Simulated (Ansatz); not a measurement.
# C2H6AlFO: basis-set convergence

One table from this session's results is given with a row withheld; the runs are named, their logs left out.

Program: Ansatz 0.2.0, Gaussian basis. Level of theory: one geometry, several basis sets. These are calculated values, not measurements.

Plan: PBE0-D4/def2-SVP; ωB97M-V/def2-SVP; PBE0-D4/def2-QZVPP; ωB97M-V/def2-QZVPP; the functionals' def2-TZVPP values are taken from earlier runs.

## The geometry

The geometry comes from an earlier relaxation with PBE0-D4 in a triple-zeta def2 set; it is a stationary point, not always the lowest conformer.

11 atoms, charge 0, spin multiplicity 1.

Atoms are counted from 1 here; the program's logs count them from 0.

Bond lengths: O1–C2 1.524 Å, O1–Al3 1.953 Å, O1–H6 0.967 Å, C2–Al3 1.934 Å, C2–H7 1.088 Å, C2–H8 1.087 Å, Al3–C4 1.995 Å, Al3–H9 1.583 Å, C4–F5 1.424 Å, C4–H10 1.095 Å, C4–H11 1.095 Å. Angles: C2–O1–Al3 66.3°, C2–O1–H6 108.3°, Al3–O1–H6 108.0°, O1–C2–Al3 67.6°, O1–C2–H7 109.2°, O1–C2–H8 106.2°, Al3–C2–H7 123.0°, Al3–C2–H8 124.9°, H7–C2–H8 110.9°, O1–Al3–C2 46.2°, O1–Al3–C4 99.3°, O1–Al3–H9 118.0°, C2–Al3–C4 111.0°, C2–Al3–H9 125.4°, C4–Al3–H9 123.7°, Al3–C4–F5 106.1°, Al3–C4–H10 115.8°, Al3–C4–H11 114.6° and more.

Set-up of the first run:

in.yaml reads:

```yaml
crystal:
  periodic: [false, false, false]
  atoms:
    - {symbol: O, position_ang: [-1.354802, -0.272921, 0.618474]}
    - {symbol: C, position_ang: [-0.594030, 0.900498, 1.223230]}
    - {symbol: Al, position_ang: [0.582548, -0.520614, 0.643637]}
    - {symbol: C, position_ang: [0.947911, -0.391084, -1.313656]}
    - {symbol: F, position_ang: [-0.181609, 0.262390, -1.884401]}
    - {symbol: H, position_ang: [-1.613354, -0.035065, -0.282441]}
    - {symbol: H, position_ang: [-0.781682, 1.792892, 0.630239]}
    - {symbol: H, position_ang: [-0.974694, 1.018885, 2.234153]}
    - {symbol: H, position_ang: [1.173987, -1.656816, 1.573677]}
    - {symbol: H, position_ang: [1.824319, 0.200441, -1.597128]}
    - {symbol: H, position_ang: [1.036804, -1.355608, -1.825085]}
basis:
  gaussian: {orbitals: def2-SVP}
hamiltonian: {xc: pbe0, dispersion: d4}
output: {orbitals: {seedname: orbitals}}
```

Steps of the session up to this table: PBE0-D4 in def2-SVP; ωB97M-V in def2-SVP; PBE0-D4 in def2-QZVPP; ωB97M-V in def2-QZVPP.

One of the session's tables, all rows but one given; the rest of the session is left out.

It belongs to the step «Functionals by basis». 

```
functional       basis  HOMO (eV)  LUMO (eV)
   PBE0-D4    def2-SVP      -7.28       0.04
   PBE0-D4  def2-TZVPP          ?          ?
   PBE0-D4  def2-QZVPP      -7.32      -0.43
   ωB97M-V    def2-SVP      -9.57       1.70
   ωB97M-V  def2-TZVPP      -9.61       1.27
   ωB97M-V  def2-QZVPP      -9.63       0.75
```

Estimate the missing values for PBE0-D4, def2-TZVPP.

As computed: HOMO (eV): -7.30; LUMO (eV): -0.25. In the column «HOMO (eV)» it lies between PBE0-D4, def2-QZVPP (-7.32) and PBE0-D4, def2-SVP (-7.28).
